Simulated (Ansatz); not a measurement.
# NiMoIrPdW (Cm) in Ansatz: equation of state

How stiff is NiMoIrPdW in PBE, and what volume does it want? The cell is scaled to several volumes.

Everything below comes from runs of Ansatz 0.2.0. Logs are shortened: lines on timing, memory, paths and dates and some standing lists are left out, and cuts for length are marked.

**1. The structure**

Symmetry: Cm, No. 8, monoclinic system. Conventional cell: a = 4.689 Å, b = 2.863 Å, c = 11.144 Å, α = 90.00°, β = 101.20°, γ = 90.00°. Ni (site symmetry m) has 3 Ir at 2.59 to 2.61 Å and 3 Pd at 2.67 to 2.68 Å and 6 Ni at 2.75 to 2.86 Å as nearest neighbours. Mo (site symmetry m) has 3 Ir at 2.68 Å and 6 Mo at 2.75 to 2.86 Å and 2 W at 2.78 Å as nearest neighbours. Pd (site symmetry m) is surrounded by 3 Ni at 2.67 to 2.68 Å and 3 W at 2.74 to 2.75 Å and 6 Pd at 2.75 to 2.86 Å. Ir (site symmetry m) is surrounded by 3 Ni at 2.59 to 2.61 Å and 3 Mo at 2.68 Å and 6 Ir at 2.75 to 2.86 Å. W (site symmetry m) has 3 Pd at 2.74 to 2.75 Å and 6 W at 2.75 to 2.86 Å and 2 Mo at 2.78 Å as nearest neighbours.

The cell was built by a generator and needn't be a form met in nature.

**2. Single point, PBE, collinear spin, ferromagnetic start, 13.79 Å³/atom (volume scaled by 0.94)**

input.yaml reads:

```yaml
crystal:
  lattice:
    - [2.2967375905, -1.4021599643, 0.0088750501]
    - [2.2967375905, 1.4021599643, 0.0088750501]
    - [-2.1609669558, 0.0, 10.7007439592]
  atoms:
    - { symbol: Ni, position: [0.49838, 0.49838, 0.29525], spin: 1.0 }
    - { symbol: Mo, position: [0.31773, 0.31773, 0.91207], spin: 1.0 }
    - { symbol: Pd, position: [0.24733, 0.24733, 0.49061] }
    - { symbol: Ir, position: [0.74982, 0.74982, 0.10802], spin: 0.6 }
    - { symbol: W, position: [0.68673, 0.68673, 0.69406] }
hamiltonian:
  xc: pbe
  pseudopotentials: { kind: paw }
magnetization:
  spin_polarized: true
kpoints:
  mp_grid: { grid: [11, 11, 3] }
scf:
  occupations: { method: fermi_dirac, width: 0.05 }
output:
  forces: true
  stress: true
  eigenvalues: true
```

Potentials or basis: Ansatz PAW.

On the command line:

```console
$ ansatz run input.yaml --threads 8 --pin off --max-ram 20480MiB --backend cpu --events-out ev --progress --plain --runs-dir out
```

The program printed:

```text
Warning: RAYON_NUM_THREADS=8 ignored (pool sized by the plan → 8); use --threads N
Engine: ansatz 0.2.0, aarch64-unknown-linux-gnu
Pseudopotentials: kind: paw
Pseudopotential: Ni, paw, valence charge 18, recommended cutoff 420 eV (normal), Ni.paw.azcp
Pseudopotential: Mo, paw, valence charge 14, recommended cutoff 420 eV (normal), Mo.paw.azcp
Pseudopotential: Pd, paw, valence charge 18, recommended cutoff 420 eV (normal), Pd.paw.azcp
Pseudopotential: Ir, paw, valence charge 17, recommended cutoff 420 eV (normal), Ir.paw.azcp
Pseudopotential: W, paw, valence charge 14, recommended cutoff 420 eV (normal), W.paw.azcp
Functional definition: PBE
  parameter kappa = 0.804
  parameter beta = 0.06672455060314922
  exchange = pbe_x(kappa = kappa, mu = beta*pi^2/3)
  correlation = pbe_c(beta = beta)
Crystal: 5 atoms, lattice volume = 68.975 Å³
Basis set: ecut = 420 eV, 1359 PW (Γ), exchange–correlation on 36×36×150 points (8 copies of the dense FFT grid, shifted against one another)
Bands: 51, of which v1, the nominal top of the filled ones, is band 41 counted from 1 (40 counted from 0)
Symmetry: 2 space group operations
Space group: Cm (ITA 8), of the structure as read, at distance tolerance 4.1e-5 Å
Magnetic group: BNS 8.32 (UNI 39), of the structure as read, at distance tolerance 4.1e-5 Å
k-points: 102 of 363 (time reversal used)
Non-local potential: Ni, projectors of the file, l = 0: 3, l = 1: 2, l = 2: 3, l = 3: 1
Non-local potential: Mo, projectors of the file, l = 0: 3, l = 1: 2, l = 2: 2, l = 3: 1
Non-local potential: Pd, projectors of the file, l = 0: 2, l = 1: 2, l = 2: 2, l = 3: 1
Non-local potential: Ir, projectors of the file, l = 0: 3, l = 1: 2, l = 2: 2, l = 3: 1
Non-local potential: W, projectors of the file, l = 0: 3, l = 1: 2, l = 2: 2, l = 3: 1
PAW form: soft (Blöchl's): semilocal exchange-correlation on the pseudo side does not see the compensation charge
PAW one-centre angular grid: Ni, 590 points (default); XC on 64 Gauss nodes
[... 31 lines left out ...]
SCF converged after 17 iterations
Magnetization: 0.0000 μB (40.5000 up, 40.5000 down)
Absolute magnetization: 0.0000 μB (∫|ρ↑−ρ↓|, with the PAW one-centre terms)
Spin contamination: 0.0000 ħ² per cell (⟨S²⟩ above its minimum at these occupations)
Per-site moments (μB) at R_I (Å): [(8.379085607636828e-6, 1.0458679759185132), (-9.216403737240702e-7, 1.080928029586563), (1.0462590049950538e-7, 1.0783007245159313), (4.5182160218412995e-7, 1.0458679759185132), (-1.8717122243763915e-7, 1.1081235909897895)]
Free energy (F): -40088.309714 eV
Harris-Foulkes:  -40088.309714 eV  (|F-HF|=2.24e-8)
Internal energy: -40088.276846 eV  (E = F + TS)
E sigma→0 (E₀):  -40088.293280 eV
Entropy (-TS):   -0.032868 eV (-6.574 meV/atom)
Fermi energy:    22.546984 eV
--- Per-component energies (eV) ---
  E_band       = -555.154901
  E_kinetic    = 2320.213318
  E_local      = -8905.438962  (includes V_loc(G=0)·N_el)
  E_nonlocal   = 1072.223950
  E_hartree    = 3706.272091
  E_xc         = -975.517753
  E_vxc        = -1093.864798  (∫ρ·V_xc dr)
  E_paw        = -26370.159286  (= ΣΔE_a)
  E_vpaw       = -1360.844365  (= ΣTr[D̂ρ^β])
  E_aug_tail   = 0.000774  (compensation charges beyond the density's cutoff)
  E_ewald      = -10935.870979
  E_smearing   = -0.032868  (= −TS)
  E_closure    = -0.000000  (closes the sum)
  Σ components = -40088.309714   (vs F -40088.309714, Δ=0.00e0)
--- Forces (eV/Å), atoms counted from 1 ---
  atom   1  Ni    -0.02105290    -0.00000000     0.20949230
  atom   2  Mo     0.01383352     0.00000000    -0.37154688
  atom   3  Pd    -0.00906698     0.00000000    -0.33848551
  atom   4  Ir     0.02686685    -0.00000000     0.44373641
  atom   5  W     -0.01057992    -0.00000000     0.05677352
  max |Σ_I F_I| component: 3.02e-5 eV/Å
--- Stress (GPa, compression-positive) ---
       17.940333       0.000000       0.158681
        0.000000      16.833190       0.000000
        0.158681       0.000000      19.197096
  P = ⅓ Tr σ = 17.9902 GPa (179.902 kbar)
--- Band table (eV; the first three rows and the last of 204) ---
  k-point 0 ↑: bands = ["-80.3113", "-70.1145", "-62.4163", "-51.3733", "-40.8005", "-40.6609", "-40.6255", "-38.4959", "-28.2977", "-27.8920", "-27.8738", "-26.9948", "-26.7708", "-26.6935", "-15.8408", "-15.0021", "-14.8797", "-12.6331", "-11.8700", "-11.7574", "13.0354", "14.2778", "15.7022", "16.3767", "16.7142", "18.4518", "18.7344", "19.2511", "19.4137", "19.5695", "19.8527", "20.1210", "20.1624", "20.3267", "20.6165", "20.7539", "21.1078", "21.5702", "21.5716", "21.6521", "21.8176", "21.9239", "22.2725", "22.5515", "23.0391", "23.1973", "23.9967", "25.1058", "25.9386", "26.5642", "32.3227"]
  k-point 1 ↑: bands = ["-80.3113", "-70.1145", "-62.4163", "-51.3733", "-40.8005", "-40.6609", "-40.6255", "-38.4959", "-28.2977", "-27.8920", "-27.8738", "-26.9948", "-26.7708", "-26.6935", "-15.8408", "-15.0021", "-14.8798", "-12.6331", "-11.8700", "-11.7574", "13.1114", "14.0859", "15.7697", "16.3361", "16.9162", "18.4555", "18.7285", "19.3377", "19.4276", "19.5607", "19.8022", "20.1702", "20.2513", "20.3248", "20.5053", "20.7824", "20.9514", "20.9534", "21.4409", "21.5670", "21.8975", "21.9587", "22.5354", "22.9196", "23.1282", "23.2838", "23.9664", "25.1076", "25.9351", "26.5713", "31.6939"]
  k-point 2 ↑: bands = ["-80.3108", "-70.1114", "-62.4133", "-51.3638", "-40.8000", "-40.6635", "-40.6286", "-38.4787", "-28.2941", "-27.9152", "-27.8837", "-26.9890", "-26.8063", "-26.7135", "-15.8239", "-15.0939", "-14.9224", "-12.6181", "-11.9638", "-11.8002", "13.3490", "14.5952", "15.9331", "16.6153", "16.9012", "18.3756", "18.6752", "19.2266", "19.5063", "19.5816", "19.6692", "19.7832", "20.1146", "20.4444", "20.5929", "20.7033", "21.0002", "21.2071", "21.4389", "21.5789", "21.7705", "21.9034", "22.2506", "22.8495", "23.1301", "23.3012", "24.5832", "25.2629", "25.8706", "26.9522", "32.4882"]
  k-point 101 ↓: bands = ["-80.3037", "-70.0644", "-62.3670", "-51.2234", "-40.7949", "-40.7239", "-40.6475", "-38.2242", "-28.2517", "-28.2415", "-28.0147", "-27.3200", "-26.9735", "-26.9021", "-16.2974", "-15.5911", "-15.4546", "-13.2244", "-12.3959", "-12.3340", "15.6559", "16.2822", "16.5977", "16.8872", "16.9690", "17.4072", "18.3874", "18.8502", "18.9757", "19.2089", "19.4775", "20.1811", "20.8784", "21.0996", "21.4199", "21.6606", "22.1116", "22.4591", "22.6886", "23.0455", "23.3307", "24.2217", "24.5541", "25.1036", "26.1644", "26.3488", "26.7913", "27.9384", "28.9913", "29.7280", "30.6998"]
```

It took 15 s on 8 threads of Arm Neoverse V2, shared host; peak memory 0.87 GiB.

What came out:

```yaml
Free_energy: -40088.3097 eV
Pressure: 18.0 GPa
Largest_force: 0.445 eV/Å
Band_gap_on_the_k_mesh: none (metal or under the smearing width)
Net_moment: 0.00 μB per cell
Absolute_moment: 0.00 μB per cell
```

Caveat: the starting moments weren't kept.

**3. Single point, PBE, collinear spin, ferromagnetic start, 14.09 Å³/atom (volume scaled by 0.96)**

Edit input.yaml of step 2 so:

```diff
@@ -2,5 +2,5 @@
   lattice:
-    - [2.2967375905, -1.4021599643, 0.0088750501]
-    - [2.2967375905, 1.4021599643, 0.0088750501]
-    - [-2.1609669558, 0.0, 10.7007439592]
+    - [2.3129123318, -1.4120346556, 0.0089375526]
+    - [2.3129123318, 1.4120346556, 0.0089375526]
+    - [-2.1761855344, 0.0, 10.7761037939]
   atoms:
```

Potentials or basis: Ansatz PAW.

On the command line:

```console
$ ansatz run input.yaml --threads 8 --pin off --max-ram 20480MiB --backend cpu --events-out ev --progress --plain --runs-dir out
```

The program printed:

```text
Warning: RAYON_NUM_THREADS=8 ignored (pool sized by the plan → 8); use --threads N
[... 7 set-up lines as earlier in the session ...]
[... 79 lines left out ...]
  atom   4  Ir     0.01680556    -0.00000000     0.30188399
  atom   5  W     -0.00991521    -0.00000000     0.05691816
  max |Σ_I F_I| component: 7.95e-6 eV/Å
--- Stress (GPa, compression-positive) ---
       11.223283       0.000000       0.133031
        0.000000      10.380082      -0.000000
        0.133031      -0.000000      12.280467
  P = ⅓ Tr σ = 11.2946 GPa (112.946 kbar)
--- Band table (eV; the first three rows and the last of 204) ---
  k-point 0 ↑: bands = ["-80.8437", "-70.6331", "-62.9096", "-51.9683", "-41.3287", "-41.1963", "-41.1614", "-39.0708", "-28.7865", "-28.3960", "-28.3795", "-27.5025", "-27.2997", "-27.2255", "-16.4123", "-15.6221", "-15.5069", "-13.2009", "-12.4825", "-12.3764", "12.6299", "13.8246", "15.2718", "15.9268", "16.2837", "18.0065", "18.2811", "18.7706", "18.9399", "19.0903", "19.3612", "19.6243", "19.6610", "19.8244", "20.1049", "20.2362", "20.5859", "21.0342", "21.0352", "21.1155", "21.2345", "21.3792", "21.7212", "21.9820", "22.4673", "22.6124", "23.3893", "24.4697", "25.2839", "25.8859", "31.5727"]
  k-point 1 ↑: bands = ["-80.8437", "-70.6331", "-62.9096", "-51.9683", "-41.3287", "-41.1963", "-41.1614", "-39.0708", "-28.7865", "-28.3960", "-28.3795", "-27.5025", "-27.2997", "-27.2255", "-16.4123", "-15.6221", "-15.5069", "-13.2009", "-12.4825", "-12.3764", "12.7069", "13.6325", "15.3461", "15.9058", "16.4588", "18.0101", "18.2754", "18.8473", "18.9499", "19.0815", "19.3130", "19.6677", "19.7487", "19.8182", "19.9880", "20.2637", "20.4252", "20.4378", "20.9097", "21.0314", "21.3524", "21.4126", "21.9656", "22.3527", "22.5441", "22.6974", "23.3606", "24.4713", "25.2806", "25.8925", "30.9251"]
  k-point 2 ↑: bands = ["-80.8433", "-70.6303", "-62.9068", "-51.9597", "-41.3283", "-41.1986", "-41.1642", "-39.0550", "-28.7832", "-28.4174", "-28.3886", "-27.4972", "-27.3324", "-27.2441", "-16.3968", "-15.7073", "-15.5469", "-13.1868", "-12.5700", "-12.4166", "12.9368", "14.1348", "15.4970", "16.1693", "16.4597", "17.9323", "18.2240", "18.7468", "19.0299", "19.0984", "19.1874", "19.2984", "19.6142", "19.9394", "20.0740", "20.1809", "20.4789", "20.6789", "20.8969", "21.0395", "21.2270", "21.3563", "21.6934", "22.2783", "22.5556", "22.7168", "23.9620", "24.6203", "25.2177", "26.2618", "31.7328"]
  k-point 101 ↓: bands = ["-80.8369", "-70.5878", "-62.8648", "-51.8314", "-41.3238", "-41.2539", "-41.1816", "-38.8209", "-28.7356", "-28.7290", "-28.5099", "-27.8070", "-27.4880", "-27.4169", "-16.8333", "-16.1816", "-16.0457", "-13.7523", "-12.9787", "-12.9179", "15.2806", "15.8790", "16.2006", "16.4781", "16.5473", "16.9746", "17.9397", "18.3822", "18.5117", "18.7356", "18.9970", "19.6728", "20.3638", "20.5775", "20.8838", "21.1172", "21.5552", "21.8938", "22.1158", "22.4579", "22.7348", "23.6141", "23.9259", "24.4654", "25.4982", "25.6819", "26.1172", "27.2453", "28.2470", "29.0038", "29.9283"]
```

Wall time 16 s (8 threads of Arm Neoverse V2, shared host); peak memory 0.88 GiB.

What came out:

| Item | Value |
| --- | --- |
| Free energy | -40088.4432 eV |
| Pressure | 11.3 GPa |
| Largest force | 0.302 eV/Å |
| Band gap on the k mesh | none (metal or under the smearing width) |
| Net moment | 0.00 μB per cell |
| Absolute moment | 0.00 μB per cell |

Caveat: the starting moments weren't kept.

**4. Single point, PBE, collinear spin, ferromagnetic start, 14.38 Å³/atom (volume scaled by 0.98)**

Edit input.yaml of step 3 so:

```diff
@@ -2,5 +2,5 @@
   lattice:
-    - [2.3129123318, -1.4120346556, 0.0089375526]
-    - [2.3129123318, 1.4120346556, 0.0089375526]
-    - [-2.1761855344, 0.0, 10.7761037939]
+    - [2.3288639554, -1.4217731334, 0.0089991928]
+    - [2.3288639554, 1.4217731334, 0.0089991928]
+    - [-2.1911941848, 0.0, 10.8504240997]
   atoms:
```

On the command line:

```console
$ ansatz run input.yaml --threads 8 --pin off --max-ram 20480MiB --backend cpu --events-out ev --progress --plain --runs-dir out
```

Run time: 16 s. Hardware: 8 threads of Arm Neoverse V2, shared host; peak memory 0.9 GiB.

Results (log left out):

| Property | Result |
| --- | --- |
| Free energy | -40088.5188 eV |
| Pressure | 5.3 GPa |
| Largest force | 0.170 eV/Å |
| Band gap on the k mesh | none (metal or under the smearing width) |
| Net moment | 0.00 μB per cell |
| Absolute moment | 0.00 μB per cell |

Caveat: the starting moments weren't kept.

**5. Single point, PBE, collinear spin, ferromagnetic start, 14.68 Å³/atom**

Edit input.yaml of step 4 so:

```diff
@@ -2,5 +2,5 @@
   lattice:
-    - [2.3288639554, -1.4217731334, 0.0089991928]
-    - [2.3288639554, 1.4217731334, 0.0089991928]
-    - [-2.1911941848, 0.0, 10.8504240997]
+    - [2.3446, -1.43138, 0.00906]
+    - [2.3446, 1.43138, 0.00906]
+    - [-2.206, 0.0, 10.92374]
   atoms:
@@ -24 +24,5 @@
   eigenvalues: true
+  write_density: true
+  write_potential: true
+  elf: true
+  volumetric_format: npy
```

On the command line:

```console
$ ansatz run input.yaml --threads 8 --pin off --max-ram 20480MiB --backend cpu --events-out ev --progress --plain --runs-dir out
```

Wall time 43 s (8 threads of Arm Neoverse V2, shared host); peak memory 0.98 GiB.

Results (log left out):

```yaml
Free_energy: -40088.5426 eV
Pressure: 0.0 GPa
Largest_force: 0.082 eV/Å
Band_gap_on_the_k_mesh: none (metal or under the smearing width)
Net_moment: 0.00 μB per cell
Absolute_moment: 0.00 μB per cell
```

Caveat: the starting moments weren't kept.

**6. Single point, PBE, collinear spin, ferromagnetic start, 14.97 Å³/atom (volume scaled by 1.02)**

Edit input.yaml of step 5 so:

```diff
@@ -2,5 +2,5 @@
   lattice:
-    - [2.3446, -1.43138, 0.00906]
-    - [2.3446, 1.43138, 0.00906]
-    - [-2.206, 0.0, 10.92374]
+    - [2.3601276048, -1.440859614, 0.0091200017]
+    - [2.3601276048, 1.440859614, 0.0091200017]
+    - [-2.2206096973, 0.0, 10.9960847573]
   atoms:
@@ -24,5 +24 @@
   eigenvalues: true
-  write_density: true
-  write_potential: true
-  elf: true
-  volumetric_format: npy
```

Potentials or basis: Ansatz PAW.

On the command line:

```console
$ ansatz run input.yaml --threads 8 --pin off --max-ram 20480MiB --backend cpu --events-out ev --progress --plain --runs-dir out
```

It took 56 s on 8 threads of Arm Neoverse V2, shared host; peak memory 0.98 GiB.

Results (log left out):

| Quantity | Value |
| --- | --- |
| Free energy | -40088.5201 eV |
| Pressure | -4.8 GPa |
| Largest force | 0.074 eV/Å |
| Band gap on the k mesh | none (metal or under the smearing width) |
| Net moment | 0.00 μB per cell |
| Absolute moment | 0.00 μB per cell |

Caveat: the starting moments weren't kept.

**7. Single point, PBE, collinear spin, ferromagnetic start, 15.26 Å³/atom (volume scaled by 1.04)**

Edit input.yaml of step 6 so:

```diff
@@ -2,5 +2,5 @@
   lattice:
-    - [2.3601276048, -1.440859614, 0.0091200017]
-    - [2.3601276048, 1.440859614, 0.0091200017]
-    - [-2.2206096973, 0.0, 10.9960847573]
+    - [2.3754535382, -1.4502161074, 0.0091792242]
+    - [2.3754535382, 1.4502161074, 0.0091792242]
+    - [-2.2350296448, 0.0, 11.0674899059]
   atoms:
@@ -24 +24,5 @@
   eigenvalues: true
+  write_density: true
+  write_potential: true
+  elf: true
+  volumetric_format: npy
```

On the command line:

```console
$ ansatz run input.yaml --threads 8 --pin off --max-ram 20480MiB --backend cpu --events-out ev --progress --plain --runs-dir out
```

Wall time 63 s (8 threads of Arm Neoverse V2, shared host); peak memory 1 GiB.

It converged, with:

```
Free energy            : -40088.4565 eV
Pressure               : -9.0 GPa
Largest force          : 0.171 eV/Å
Band gap on the k mesh : none (metal or under the smearing width)
Net moment             : 0.00 μB per cell
Absolute moment        : 0.00 μB per cell
```

Caveat: the starting moments weren't kept.

**8. Single point, PBE, collinear spin, ferromagnetic start, 15.56 Å³/atom (volume scaled by 1.06)**

Edit input.yaml of step 7 so:

```diff
@@ -2,5 +2,5 @@
   lattice:
-    - [2.3754535382, -1.4502161074, 0.0091792242]
-    - [2.3754535382, 1.4502161074, 0.0091792242]
-    - [-2.2350296448, 0.0, 11.0674899059]
+    - [2.3905842235, -1.4594534018, 0.0092376922]
+    - [2.3905842235, 1.4594534018, 0.0092376922]
+    - [-2.2492658863, 0.0, 11.1379853728]
   atoms:
```

On the command line:

```console
$ ansatz run input.yaml --threads 8 --pin off --max-ram 20480MiB --backend cpu --events-out ev --progress --plain --runs-dir out
```

Run time: 65 s. Hardware: 8 threads of Arm Neoverse V2, shared host; peak memory 1 GiB.

Results (log left out):

```yaml
Free_energy: -40088.3561 eV
Pressure: -12.8 GPa
Largest_force: 0.269 eV/Å
Band_gap_on_the_k_mesh: none (metal or under the smearing width)
Net_moment: 0.00 μB per cell
Absolute_moment: 0.00 μB per cell
```

Caveat: the starting moments weren't kept.

**9. Equation of state, PBE, collinear spin, ferromagnetic start**

Potentials or basis: Ansatz PAW.

This step only gathers the single runs of the series.

What came out:

```
Equilibrium volume                        : 14.67 Å³/atom
Bulk modulus at fixed shape and positions : 252 GPa
Pressure derivative of the bulk modulus   : 4.7
```

Energy against volume, from the lowest point:
| volume (Å³/atom) | energy (meV/atom) |
| --- | --- |
| 13.795 | 46.57 |
| 14.089 | 19.87 |
| 14.382 | 4.75 |
| 14.676 | 0.00 |
| 14.969 | 4.49 |
| 15.263 | 17.22 |
| 15.556 | 37.30 |

Caveat: the cell was scaled at fixed shape and fractional positions, which overstates the stiffness of a crystal with free parameters, most of all of layers and chains.
